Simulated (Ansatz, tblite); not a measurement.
# Si19H28 ring sphere (Si19H26O): removing and adding an electron

Aim: the energy of removing and adding an electron for Si19H28 ring sphere (Si19H26O), by energy differences, and how well orbital energies stand in for it.

The runs use Ansatz 0.2.0, Gaussian basis; as each input shows.

Plan: charge +1 doublet, at the geometry of the singlet (PBE0-D4/def2-TZVP, PBE-D4/def2-TZVP, BLYP-D4/def2-TZVP); charge -1 doublet, at the geometry of the singlet (PBE0-D4/def2-TZVP, PBE-D4/def2-TZVP, BLYP-D4/def2-TZVP); the starting singlet's energies come from earlier runs.

### Step 1. The relaxed structure

The singlet was relaxed beforehand with PBE-D4/def2-SVP.

46 atoms, charge 0, spin multiplicity 1.

Atoms are counted from 1 here; the program's logs count them from 0.

Bond lengths: Si1–Si11 2.357 Å, Si1–Si12 2.355 Å, Si1–H21 1.509 Å, Si1–H22 1.509 Å, Si2–Si12 2.357 Å, Si2–Si13 2.359 Å, Si2–H23 1.510 Å, Si2–H24 1.509 Å, Si3–Si11 2.357 Å, Si3–Si15 2.356 Å, Si3–H25 1.510 Å, Si3–H26 1.509 Å, Si4–Si12 2.350 Å, Si4–Si15 2.349 Å, Si4–Si16 2.353 Å, Si4–H27 1.511 Å, Si5–Si15 2.356 Å, Si5–Si17 2.363 Å and more. Angles: Si11–Si1–Si12 113.2°, Si11–Si1–H21 110.2°, Si11–Si1–H22 108.1°, Si12–Si1–H21 109.7°, Si12–Si1–H22 107.4°, H21–Si1–H22 108.0°, Si12–Si2–Si13 114.4°, Si12–Si2–H23 106.6°, Si12–Si2–H24 109.2°, Si13–Si2–H23 108.1°, Si13–Si2–H24 110.3°, H23–Si2–H24 107.9°, Si11–Si3–Si15 113.7°, Si11–Si3–H25 108.1°, Si11–Si3–H26 110.4°, Si15–Si3–H25 107.0°, Si15–Si3–H26 109.5°, H25–Si3–H26 108.0° and more.

### Step 2. Charge +1 doublet at the fixed geometry, PBE0-D4/def2-TZVP

in.yaml reads:

```yaml
crystal:
  periodic: [false, false, false]
  atoms:
    - {symbol: Si, position_ang: [-3.462916, -0.768970, -1.826152]}
    - {symbol: Si, position_ang: [-3.429505, 1.902477, 0.856326]}
    - {symbol: Si, position_ang: [-0.697811, -3.498231, -1.828713]}
    - {symbol: Si, position_ang: [-0.657877, -0.712081, 0.767981]}
    - {symbol: Si, position_ang: [1.957006, -3.510893, 0.814474]}
    - {symbol: Si, position_ang: [2.055647, -0.722668, -1.929347]}
    - {symbol: Si, position_ang: [1.932770, -0.734064, 3.502000]}
    - {symbol: Si, position_ang: [-0.697722, 1.971157, -1.947624]}
    - {symbol: Si, position_ang: [2.027018, 2.029033, 0.757335]}
    - {symbol: Si, position_ang: [-0.698313, 1.870147, 3.628798]}
    - {symbol: Si, position_ang: [-2.291695, -2.346674, -3.127549]}
    - {symbol: Si, position_ang: [-2.047656, 0.631771, -0.568453]}
    - {symbol: Si, position_ang: [-2.263842, 3.185336, 2.456670]}
    - {symbol: Si, position_ang: [0.757861, 0.694870, -3.293649]}
    - {symbol: Si, position_ang: [0.702489, -2.078982, -0.573051]}
    - {symbol: Si, position_ang: [0.662547, 0.688933, 2.120786]}
    - {symbol: Si, position_ang: [3.255441, -2.401123, 2.447155]}
    - {symbol: Si, position_ang: [3.401860, 0.695881, -0.615386]}
    - {symbol: Si, position_ang: [0.726815, 3.362176, -0.687192]}
    - {symbol: O, position_ang: [1.761069, -0.634988, 5.055205]}
    - {symbol: H, position_ang: [-4.357876, 0.069492, -2.705484]}
    - {symbol: H, position_ang: [-4.336349, -1.519927, -0.850802]}
    - {symbol: H, position_ang: [-4.310068, 0.921335, 1.592207]}
    - {symbol: H, position_ang: [-4.320945, 2.790043, 0.022408]}
    - {symbol: H, position_ang: [-1.436984, -4.372137, -0.844573]}
    - {symbol: H, position_ang: [0.145107, -4.393001, -2.703706]}
    - {symbol: H, position_ang: [-1.510142, -1.582895, 1.661250]}
    - {symbol: H, position_ang: [0.974122, -4.385626, 1.554332]}
    - {symbol: H, position_ang: [2.838250, -4.403829, -0.024516]}
    - {symbol: H, position_ang: [2.932052, -1.602741, -2.788959]}
    - {symbol: H, position_ang: [-1.584869, 2.819584, -2.828041]}
    - {symbol: H, position_ang: [2.882000, 2.903288, 1.643227]}
    - {symbol: H, position_ang: [-1.438554, 0.855673, 4.459575]}
    - {symbol: H, position_ang: [0.155922, 2.728128, 4.523712]}
    - {symbol: H, position_ang: [-3.270613, -3.346028, -3.699320]}
    - {symbol: H, position_ang: [-1.609679, -1.656635, -4.279722]}
    - {symbol: H, position_ang: [-3.266537, 3.774156, 3.421676]}
    - {symbol: H, position_ang: [-1.560107, 4.327314, 1.770368]}
    - {symbol: H, position_ang: [0.010362, -0.089358, -4.340626]}
    - {symbol: H, position_ang: [1.693889, 1.648472, -4.000624]}
    - {symbol: H, position_ang: [4.431690, -1.723071, 1.790985]}
    - {symbol: H, position_ang: [3.757175, -3.368336, 3.488539]}
    - {symbol: H, position_ang: [4.380183, -0.095447, 0.214177]}
    - {symbol: H, position_ang: [4.188086, 1.603280, -1.531086]}
    - {symbol: H, position_ang: [-0.041721, 4.403258, 0.084135]}
    - {symbol: H, position_ang: [1.662421, 4.071943, -1.638734]}
basis:
  gaussian: {orbitals: def2-TZVP, fitting: {mean_field: def2-universal-jkfit}}
total_charge: 1
magnetization: {spin_polarized: true, initial_magnetization: 1}
hamiltonian: {xc: pbe0, dispersion: d4}
scf: {omitted_lower_state_checks: [starts]}
output: {orbitals: {seedname: orbitals}}
```

The run is started by

```console
> ansatz run in.yaml --threads 2 --pin off --events-out ev --progress --plain --max-ram 22528MiB --backend cuda --devices 0, --max-vram 18GiB
```

Output:

```text
Functional definition: PBE0
  name "PBE0"
  cite "Adamo & Barone, J. Chem. Phys. 110, 6158 (1999) doi:10.1063/1.478522"
  cite "Perdew, Burke & Ernzerhof, Phys. Rev. Lett. 77, 3865 (1996) doi:10.1103/PhysRevLett.77.3865"
  parent pbe
  parameter a = 0.25
  parameter kappa = 0.804
  parameter beta = 0.06672455060314922
  exchange = (1 - a)*pbe_x(kappa = kappa, mu = beta*pi^2/3) + a*exact_x
  correlation = pbe_c(beta = beta)
these checks for a lower state are left out or cut short: starts
2977 factors; integrals over basis functions are off by at most 8.8e-1 eV
mean field evaluation 1: about -152071.5651 eV, gradient 5.2e1 eV
mean field evaluation 2: about -151917.9975 eV, gradient 1.4e2 eV
mean field evaluation 4: about -152077.1303 eV, gradient 2.9e1 eV
mean field evaluation 8: about -152083.0536 eV, gradient 2.1e0 eV
mean field evaluation 16: about -152083.0768 eV, gradient 2.7e-2 eV
mean field evaluation 32: about -152083.0769 eV, gradient 7.3e-5 eV
mean field -152083.07688068 eV, -5588.9499897530 hartree, gradient 4.9e-6 eV, S^2 0.762255; 0 other end points of the search recorded, 0 dependent functions left out
reference -152083.07696581 eV, -5588.9499928815 hartree; 150, 149 occupied and 740, 741 virtual orbitals, 2977 factors
Total energy: -152085.88350550 eV, -5589.0531313126 hartree
Checks for a lower state left out: starts
```

Run time: 27 s. Hardware: 1 × H100 (card shared with other runs) with 2 threads of AMD EPYC 7R13, shared host; peak host memory 1.7 GiB.

From the report: HOMO -10.05 eV, LUMO -8.95 eV (over both spins); ⟨S²⟩ 0.762 (pure: 0.75).

### Step 3. Charge +1 doublet at the fixed geometry, PBE-D4/def2-TZVP

start.molden holds the orbitals of an earlier run on this state, given as this run's starting guess.

in.yaml: that of step 2 with these lines changed.

```diff
@@ -50,6 +50,6 @@
 basis:
-  gaussian: {orbitals: def2-TZVP, fitting: {mean_field: def2-universal-jkfit}}
+  gaussian: {orbitals: def2-TZVP, fitting: {mean_field: def2-universal-jkfit}, initial_orbitals: start.molden}
 total_charge: 1
 magnetization: {spin_polarized: true, initial_magnetization: 1}
-hamiltonian: {xc: pbe0, dispersion: d4}
+hamiltonian: {xc: pbe, dispersion: d4}
 scf: {omitted_lower_state_checks: [starts]}
```

Same command.

Output:

```text
Functional definition: PBE
  name "PBE"
  cite "Perdew, Burke & Ernzerhof, Phys. Rev. Lett. 77, 3865 (1996) doi:10.1103/PhysRevLett.77.3865"
  parent pbe
  parameter kappa = 0.804
  parameter beta = 0.06672455060314922
  exchange = pbe_x(kappa = kappa, mu = beta*pi^2/3)
  correlation = pbe_c(beta = beta)
these checks for a lower state are left out or cut short: starts
2977 factors; integrals over basis functions are off by at most 8.8e-1 eV
mean field evaluation 1: about -152068.0562 eV, gradient 1.9e1 eV
mean field evaluation 2: about -152068.6830 eV, gradient 8.5e-1 eV
mean field evaluation 4: about -152068.7013 eV, gradient 2.7e-1 eV
mean field evaluation 8: about -152068.7025 eV, gradient 1.6e-5 eV
mean field evaluation 16: about -152068.7025 eV, gradient 1.6e-6 eV
mean field -152068.70248513 eV, -5588.4217404598 hartree, gradient 1.7e-6 eV, S^2 0.752706; 0 other end points of the search recorded, 0 dependent functions left out
reference -152068.70259731 eV, -5588.4217445822 hartree; 150, 149 occupied and 740, 741 virtual orbitals, 2977 factors
Total energy: -152071.78032856 eV, -5588.5348491198 hartree
Checks for a lower state left out: starts
```

Run time: 23 s. Hardware: 1 × H100 (card shared with other runs) with 2 threads of AMD EPYC 7R13, shared host; peak host memory 1.6 GiB.

HOMO -9.20 eV, LUMO -9.15 eV (over both spins); ⟨S²⟩ 0.753 (pure: 0.75).

### Step 4. Charge +1 doublet at the fixed geometry, BLYP-D4/def2-TZVP

in.yaml: that of step 3 with these lines changed.

```diff
@@ -53,3 +53,3 @@
 magnetization: {spin_polarized: true, initial_magnetization: 1}
-hamiltonian: {xc: pbe, dispersion: d4}
+hamiltonian: {xc: {name: BLYP}, dispersion: d4}
 scf: {omitted_lower_state_checks: [starts]}
```

Launched as before.

Output, cut to the lines that bear on the results:

```text
Functional definition: BLYP
  name "BLYP"
  cite "Becke, Phys. Rev. A 38, 3098 (1988) doi:10.1103/PhysRevA.38.3098"
  cite "Lee, Yang & Parr, Phys. Rev. B 37, 785 (1988) doi:10.1103/PhysRevB.37.785"
[...]
2977 factors; integrals over basis functions are off by at most 8.8e-1 eV
[...]
mean field -152143.30330185 eV, -5591.1632699081 hartree, gradient 6.2e-6 eV, S^2 0.752613; 0 other end points of the search recorded, 0 dependent functions left out
reference -152143.30418754 eV, -5591.1633024568 hartree; 150, 149 occupied and 740, 741 virtual orbitals, 2977 factors
Total energy: -152149.42520960 eV, -5591.3882458684 hartree
Checks for a lower state left out: starts
```

Wall time 21 s (1 × H100 (card shared with other runs) with 2 threads of AMD EPYC 7R13, shared host); peak host memory 1.6 GiB.

Report: HOMO -9.06 eV, LUMO -9.02 eV (over both spins); ⟨S²⟩ 0.753 (pure: 0.75).

### Step 5. Vertical ionisation energy

Charged state less starting state, singlet to doublet; the starting state's energies are those of its earlier runs.

```
            level  vertical ionisation energy (eV)  time
 PBE-D4/def2-TZVP                            +7.59  28 s
BLYP-D4/def2-TZVP                            +7.52  29 s
PBE0-D4/def2-TZVP                            +7.96  36 s
```

Times add the two runs; a level without a time comes out of a correlated run.

Beside −ε(HOMO) of the starting state:

```
            level  −ε(HOMO) (eV)  by difference (eV)  mismatch (eV)
 PBE-D4/def2-TZVP           5.76                7.59          -1.83
BLYP-D4/def2-TZVP           5.61                7.52          -1.91
PBE0-D4/def2-TZVP           6.85                7.96          -1.12
```

### Step 6. Charge -1 doublet at the fixed geometry, PBE0-D4/def2-TZVP

in.yaml: that of step 4 with these lines changed.

```diff
@@ -50,6 +50,6 @@
 basis:
-  gaussian: {orbitals: def2-TZVP, fitting: {mean_field: def2-universal-jkfit}, initial_orbitals: start.molden}
-total_charge: 1
+  gaussian: {orbitals: def2-TZVP, fitting: {mean_field: def2-universal-jkfit}}
+total_charge: -1
 magnetization: {spin_polarized: true, initial_magnetization: 1}
-hamiltonian: {xc: {name: BLYP}, dispersion: d4}
+hamiltonian: {xc: pbe0, dispersion: d4}
 scf: {omitted_lower_state_checks: [starts]}
```

The command is unchanged.

Output, cut to the lines that bear on the results:

```text
Functional definition: PBE0
  name "PBE0"
  cite "Adamo & Barone, J. Chem. Phys. 110, 6158 (1999) doi:10.1063/1.478522"
  cite "Perdew, Burke & Ernzerhof, Phys. Rev. Lett. 77, 3865 (1996) doi:10.1103/PhysRevLett.77.3865"
  parent pbe
[...]
2977 factors; integrals over basis functions are off by at most 8.8e-1 eV
[...]
mean field -152092.65325427 eV, -5589.3019149912 hartree, gradient 3.6e-5 eV, S^2 0.756233; 0 other end points of the search recorded, 0 dependent functions left out
reference -152092.65333424 eV, -5589.3019179301 hartree; 151, 150 occupied and 739, 740 virtual orbitals, 2977 factors
Total energy: -152095.59256479 eV, -5589.4099326605 hartree
Checks for a lower state left out: starts
```

Run time: 20 s. Hardware: 1 × H100 (card shared with other runs) with 2 threads of AMD EPYC 7R13, shared host; peak host memory 1.5 GiB.

From the report: HOMO -0.61 eV, LUMO 1.01 eV (over both spins); ⟨S²⟩ 0.756 (pure: 0.75).

### Step 7. Charge -1 doublet at the fixed geometry, PBE-D4/def2-TZVP

in.yaml: that of step 6 with these lines changed.

```diff
@@ -50,6 +50,6 @@
 basis:
-  gaussian: {orbitals: def2-TZVP, fitting: {mean_field: def2-universal-jkfit}}
+  gaussian: {orbitals: def2-TZVP, fitting: {mean_field: def2-universal-jkfit}, initial_orbitals: start.molden}
 total_charge: -1
 magnetization: {spin_polarized: true, initial_magnetization: 1}
-hamiltonian: {xc: pbe0, dispersion: d4}
+hamiltonian: {xc: pbe, dispersion: d4}
 scf: {omitted_lower_state_checks: [starts]}
```

Launched as before.

Output:

```text
Functional definition: PBE
  name "PBE"
  cite "Perdew, Burke & Ernzerhof, Phys. Rev. Lett. 77, 3865 (1996) doi:10.1103/PhysRevLett.77.3865"
  parent pbe
  parameter kappa = 0.804
  parameter beta = 0.06672455060314922
  exchange = pbe_x(kappa = kappa, mu = beta*pi^2/3)
  correlation = pbe_c(beta = beta)
these checks for a lower state are left out or cut short: starts
2977 factors; integrals over basis functions are off by at most 8.8e-1 eV
mean field evaluation 1: about -152077.3176 eV, gradient 1.9e1 eV
mean field evaluation 2: about -152077.9327 eV, gradient 7.9e-1 eV
mean field evaluation 4: about -152077.9352 eV, gradient 1.2e-1 eV
mean field evaluation 8: about -152077.9353 eV, gradient 2.3e-5 eV
mean field -152077.93531299 eV, -5588.7610406255 hartree, gradient 2.3e-5 eV, S^2 0.753271; 0 other end points of the search recorded, 0 dependent functions left out
reference -152077.93541876 eV, -5588.7610445125 hartree; 151, 150 occupied and 739, 740 virtual orbitals, 2977 factors
Total energy: -152081.15999723 eV, -5588.8795455854 hartree
Checks for a lower state left out: starts
```

It took 13 s on 1 × H100 (card shared with other runs) with 2 threads of AMD EPYC 7R13, shared host.

Report: HOMO -0.03 eV, LUMO 0.37 eV (over both spins); ⟨S²⟩ 0.753 (pure: 0.75).

### Step 8. Charge -1 doublet at the fixed geometry, BLYP-D4/def2-TZVP

in.yaml: that of step 7 with these lines changed.

```diff
@@ -53,3 +53,3 @@
 magnetization: {spin_polarized: true, initial_magnetization: 1}
-hamiltonian: {xc: pbe, dispersion: d4}
+hamiltonian: {xc: {name: BLYP}, dispersion: d4}
 scf: {omitted_lower_state_checks: [starts]}
```

Launched as before.

Output:

```text
Functional definition: BLYP
  name "BLYP"
  cite "Becke, Phys. Rev. A 38, 3098 (1988) doi:10.1103/PhysRevA.38.3098"
  cite "Lee, Yang & Parr, Phys. Rev. B 37, 785 (1988) doi:10.1103/PhysRevB.37.785"
  parameter beta = 0.0042
  parameter a = 0.04918
  parameter b = 0.132
  parameter c = 0.2533
  parameter d = 0.349
  exchange = b88_x(beta = beta)
  correlation = lyp_c(a = a, b = b, c = c, d = d)
these checks for a lower state are left out or cut short: starts
2977 factors; integrals over basis functions are off by at most 8.8e-1 eV
mean field evaluation 1: about -152150.9026 eV, gradient 2.5e1 eV
mean field evaluation 2: about -152152.1528 eV, gradient 1.2e0 eV
mean field evaluation 4: about -152152.1607 eV, gradient 1.2e-1 eV
mean field evaluation 8: about -152152.1610 eV, gradient 3.7e-5 eV
mean field -152152.16095459 eV, -5591.4887826423 hartree, gradient 7.4e-6 eV, S^2 0.752504; 0 other end points of the search recorded, 0 dependent functions left out
reference -152152.16182474 eV, -5591.4888146198 hartree; 151, 150 occupied and 739, 740 virtual orbitals, 2977 factors
Total energy: -152158.56966610 eV, -5591.7242984464 hartree
Checks for a lower state left out: starts
```

It took 11 s on 1 × H100 (card shared with other runs) with 2 threads of AMD EPYC 7R13, shared host; peak host memory 1.6 GiB.

HOMO 0.23 eV, LUMO 0.60 eV (over both spins); ⟨S²⟩ 0.753 (pure: 0.75). Doubts: highest occupied level lies above zero.

### Step 9. Vertical electron affinity

Starting state less charged state (positive: the electron is bound), singlet to doublet; the starting state's energies are those of its earlier runs.

```
            level  vertical electron affinity (eV)  time
 PBE-D4/def2-TZVP                            +1.79  18 s
BLYP-D4/def2-TZVP                            +1.63  19 s
PBE0-D4/def2-TZVP                            +1.75  28 s
```

Times add the two runs; a level without a time comes out of a correlated run.

Beside −ε(LUMO) of the starting state:

```
            level  −ε(LUMO) (eV)  by difference (eV)  mismatch (eV)
 PBE-D4/def2-TZVP           3.42                1.79          +1.63
BLYP-D4/def2-TZVP           3.22                1.63          +1.60
PBE0-D4/def2-TZVP           2.71                1.75          +0.97
```

### Step 10. Outcome

| quantity | value |
| --- | --- |
| vertical ionisation energy, functionals in def2-TZVP | 7.52 (BLYP-D4) to 7.96 eV (PBE0-D4) |
| vertical electron affinity, functionals in def2-TZVP | 1.63 (BLYP-D4) to 1.79 eV (PBE-D4) |

The vertical ionisation energy spans 7.52 to 7.96 eV over the functionals. −ε(HOMO) misses the level's own difference by -1.12 eV at best (PBE0-D4) and -1.91 eV at worst (BLYP-D4). The vertical electron affinity spans 1.63 to 1.79 eV over the functionals. −ε(LUMO) misses the level's own difference by +0.97 eV at best (PBE0-D4) and +1.63 eV at worst (PBE-D4).

The anion's highest level is positive in at least one run, so there the basis alone may hold the extra electron.
